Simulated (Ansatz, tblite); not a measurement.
**SnEt3(NMe2) (C8H21NSn): a ladder of methods and basis sets**

Aim: run the singlet of SnEt3(NMe2) (C8H21NSn) at one geometry on many levels, and compare frontier levels, spin and run time.

Computed with Ansatz 0.2.0, Gaussian basis. Level: as each input shows.

The runs, in order: GFN1-xTB, GFN2-xTB, PBE-D4/def2-TZVP, r2SCAN-D4/def2-TZVP, revPBE-D4/def2-TZVP, BHLYP-D4/def2-TZVP, PBE-D4/def2-SVP, PBE0-D4/def2-SVP, MP2/def2-SVP, RPA/def2-SVP.

2 further runs of the same task are left out: 2 set aside as unsound or not needed.

## Step 1: The relaxed structure

The singlet was relaxed beforehand with r2SCAN-D4/def2-SVP.

31 atoms, charge 0, spin multiplicity 1.

Bond lengths: Sn1–C2 2.171 Å, Sn1–C9 2.184 Å, Sn1–C16 2.172 Å, Sn1–N23 2.069 Å, C2–C3 1.527 Å, C2–H4 1.104 Å, C2–H5 1.104 Å, C3–H6 1.104 Å, C3–H7 1.103 Å, C3–H8 1.102 Å, C9–C10 1.527 Å, C9–H11 1.104 Å, C9–H12 1.104 Å, C10–H13 1.104 Å, C10–H14 1.103 Å, C10–H15 1.103 Å, C16–C17 1.528 Å, C16–H18 1.103 Å and more. Angles: C2–Sn1–C9 112.9°, C2–Sn1–C16 111.2°, C2–Sn1–N23 103.7°, C9–Sn1–C16 111.1°, C9–Sn1–N23 112.0°, C16–Sn1–N23 105.3°, Sn1–C2–C3 111.8°, Sn1–C2–H4 107.9°, Sn1–C2–H5 107.9°, C3–C2–H4 111.5°, C3–C2–H5 111.3°, H4–C2–H5 106.1°, C2–C3–H6 111.9°, C2–C3–H7 111.6°, C2–C3–H8 111.4°, H6–C3–H7 107.1°, H6–C3–H8 107.7°, H7–C3–H8 106.8° and more.

Sn takes a core potential in the def2 sets. No spin-orbit coupling is included.

PBE0-D4/def2-TZVP was run before; its log isn't repeated, and its numbers join the tables.

## Step 2: GFN1-xTB

Tight binding, by tblite at 300 K electronic temperature and without a spin-polarisation term:

```python
tblite.interface.Calculator('GFN1-xTB', numbers, positions, charge=0, uhf=0).singlepoint()
```

Energy -922.1784 eV, HOMO -9.99 eV, LUMO -6.33 eV; 0.08 s.

## Step 3: GFN2-xTB

Tight binding, by tblite at 300 K electronic temperature and without a spin-polarisation term:

```python
tblite.interface.Calculator('GFN2-xTB', numbers, positions, charge=0, uhf=0).singlepoint()
```

Energy -891.9370 eV, HOMO -8.97 eV, LUMO -5.80 eV; 0.06 s.

## Step 4: PBE-D4/def2-TZVP

start.molden holds the orbitals of an earlier run on this state, given as this run's starting guess.

in.yaml reads:

```yaml
crystal:
  periodic: [false, false, false]
  atoms:
    - {symbol: Sn, position_ang: [0.260499, 0.112021, 0.196165]}
    - {symbol: C, position_ang: [0.229405, 0.062036, 2.366588]}
    - {symbol: C, position_ang: [-1.195752, 0.075854, 2.914467]}
    - {symbol: H, position_ang: [0.812857, 0.924130, 2.733692]}
    - {symbol: H, position_ang: [0.775785, -0.839593, 2.692764]}
    - {symbol: H, position_ang: [-1.214712, 0.011171, 4.016393]}
    - {symbol: H, position_ang: [-1.729517, 0.999567, 2.634275]}
    - {symbol: H, position_ang: [-1.787433, -0.765850, 2.519271]}
    - {symbol: C, position_ang: [2.275513, -0.052920, -0.630323]}
    - {symbol: C, position_ang: [2.309771, 0.090687, -2.149870]}
    - {symbol: H, position_ang: [2.679390, -1.029297, -0.311896]}
    - {symbol: H, position_ang: [2.898539, 0.716191, -0.141051]}
    - {symbol: H, position_ang: [3.335478, 0.005448, -2.549878]}
    - {symbol: H, position_ang: [1.703817, -0.684931, -2.647071]}
    - {symbol: H, position_ang: [1.916934, 1.067409, -2.478915]}
    - {symbol: C, position_ang: [-0.756152, 1.874297, -0.564686]}
    - {symbol: C, position_ang: [-0.201063, 3.171476, 0.021310]}
    - {symbol: H, position_ang: [-1.826644, 1.753167, -0.326514]}
    - {symbol: H, position_ang: [-0.676662, 1.873163, -1.665080]}
    - {symbol: H, position_ang: [-0.731774, 4.058667, -0.365751]}
    - {symbol: H, position_ang: [-0.291135, 3.196871, 1.120330]}
    - {symbol: H, position_ang: [0.867297, 3.307579, -0.217874]}
    - {symbol: N, position_ang: [-0.935605, -1.486661, -0.348185]}
    - {symbol: C, position_ang: [-1.530061, -1.517242, -1.662431]}
    - {symbol: C, position_ang: [-0.578798, -2.800261, 0.128796]}
    - {symbol: H, position_ang: [-0.873152, -1.956116, -2.451004]}
    - {symbol: H, position_ang: [-1.810067, -0.502960, -1.992623]}
    - {symbol: H, position_ang: [-2.459948, -2.124246, -1.660497]}
    - {symbol: H, position_ang: [-0.169497, -2.749831, 1.152329]}
    - {symbol: H, position_ang: [-1.470027, -3.460738, 0.172280]}
    - {symbol: H, position_ang: [0.172711, -3.329089, -0.504989]}
basis:
  gaussian: {orbitals: def2-TZVP, initial_orbitals: start.molden}
hamiltonian: {xc: pbe, dispersion: d4}
scf: {omitted_lower_state_checks: [starts]}
output: {forces: true, orbitals: {seedname: orbitals}}
```

Started as:

```console
ansatz run in.yaml --threads 4 --pin off --events-out ev --progress --plain --max-ram 6963MiB
```

Further steps of the session: r2SCAN-D4/def2-TZVP; revPBE-D4/def2-TZVP; BHLYP-D4/def2-TZVP; PBE-D4/def2-SVP; PBE0-D4/def2-SVP; MP2/def2-SVP; RPA/def2-SVP.

Q: Predict the results of all the runs planned. Wanted: gap in def2-TZVP, named functionals, smallest and largest; correlation energy, MP2/def2-SVP; binding an atom, functionals in def2-TZVP; PBE0 total energy, smallest basis above largest.

As calculated:

| quantity | value |
| --- | --- |
| gap in def2-TZVP, named functionals, smallest and largest | 3.84 eV (PBE-D4), 7.86 eV (BHLYP-D4) |
| correlation energy, MP2/def2-SVP | -39.67 eV |
| binding an atom, functionals in def2-TZVP | 3.82 (BHLYP-D4) to 3.97 eV (PBE-D4) |
| PBE0 total energy, smallest basis above largest | 11.14 eV (def2-SVP, def2-TZVP) |

In words: Orbital gaps of the named functionals in def2-TZVP span 3.84 eV (PBE-D4) to 7.86 eV (BHLYP-D4); exact exchange widens it.
